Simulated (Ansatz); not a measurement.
# C2H5BrOSi: the cost of one run

Computed with Ansatz 0.2.0, driven from Python. Level of theory: Hartree-Fock/def2-SVP.

### 1 Starting point

Bond lengths: Br1–C2 1.878 Å, C2–C3 1.547 Å, C3–O4 1.480 Å, C2–Si5 1.867 Å, O4–Si5 1.653 Å, C2–H6 1.094 Å, C3–H7 1.058 Å, C3–H8 1.156 Å, Si5–H9 1.475 Å, Si5–H10 1.502 Å. Angles (14 of 19 angles, heavy atoms first): Br1–C2–C3 114.6°, Br1–C2–Si5 116.8°, C3–C2–Si5 83.2°, C2–C3–O4 100.1°, C3–O4–Si5 93.2°, C2–Si5–O4 82.3°, Br1–C2–H6 111.2°, C3–C2–H6 114.9°, Si5–C2–H6 113.7°, C2–C3–H7 118.3°, C2–C3–H8 112.7°, O4–C3–H7 114.3°, O4–C3–H8 104.8°, C2–Si5–H9 116.8°.

No structure file is read: the coordinates are typed or built in the script.

### 2 Script

Contents of opt_c2h5brosi.py:

```python
"""Minimum-energy structure of C2H5BrOSi."""

import itertools

import ansatz
from ase.data import atomic_numbers, covalent_radii
import numpy as np

SETTINGS = {
    "basis": "def2-SVP",
    "xc": "HF",
}


def main() -> None:
    geometry_ang = [
        ("Br", [-2.3172, -0.2558, 0.8146]),
        ("C", [-0.4437, -0.1528, 0.7365]),
        ("C", [0.2083, -1.0799, -0.3163]),
        ("O", [0.638, -0.077, -1.3158]),
        ("Si", [0.2818, 1.1989, -0.3272]),
        ("H", [-0.0031, -0.2094, 1.736]),
        ("H", [-0.3703, -1.8705, -0.7144]),
        ("H", [1.1892, -1.5614, 0.0608]),
        ("H", [-0.6619, 2.187, -0.8825]),
        ("H", [1.5621, 1.7697, 0.2113]),
    ]
    molecule = ansatz.Crystal.molecule()
    for symbol, xyz in geometry_ang:
        molecule = molecule.atom(symbol, xyz)

    setup = molecule.calculation().basis(gaussian=SETTINGS["basis"]).functional(SETTINGS["xc"])
    symbols = [site.symbol for site in molecule.cartesian_sites]
    start = np.array([site.position_ang for site in molecule.cartesian_sites], dtype=float)
    def progress(event):
        if event["event"] == "relax_step":
            row = event["data"]
            print(f"step {row['step']:3d}  E = {row['lagrangian_ev']:.6f} eV  largest force component {row['allowed_force_max_ev_ang']:.4f} eV/A")


    data = setup.relax(force_tolerance=0.005).session().plan().execute(on_event=progress).report
    end = np.array(data["positions_ang"])

    for key in ("converged", "free_energy_ev", "reference_energy_ev", "n_frozen", "n_occupied", "n_virtual"):
        print(f"{key:22s} {data[key]}")

    # pairs closer than 1.2 times the sum of covalent radii, before or after
    radius = [covalent_radii[atomic_numbers[s]] for s in symbols]
    span = lambda where, i, j: np.linalg.norm(where[i] - where[j])
    bonded = [(i, j) for i, j in itertools.combinations(range(len(symbols)), 2) if min(span(start, i, j), span(end, i, j)) < 1.2 * (radius[i] + radius[j])]
    print("pair        before    after (A)")
    for i, j in bonded:
        print(f"{symbols[i]}{i}-{symbols[j]}{j}".ljust(10), f"{span(start, i, j):8.4f} {span(end, i, j):8.4f}")


if __name__ == "__main__":
    main()
```

### 3 Launch

Started as:

```sh
$ python opt_c2h5brosi.py
```

What time and memory should one allow on 1 thread of Arm Neoverse V1, shared host?

About 52 s, with a peak of 0.35 GiB.
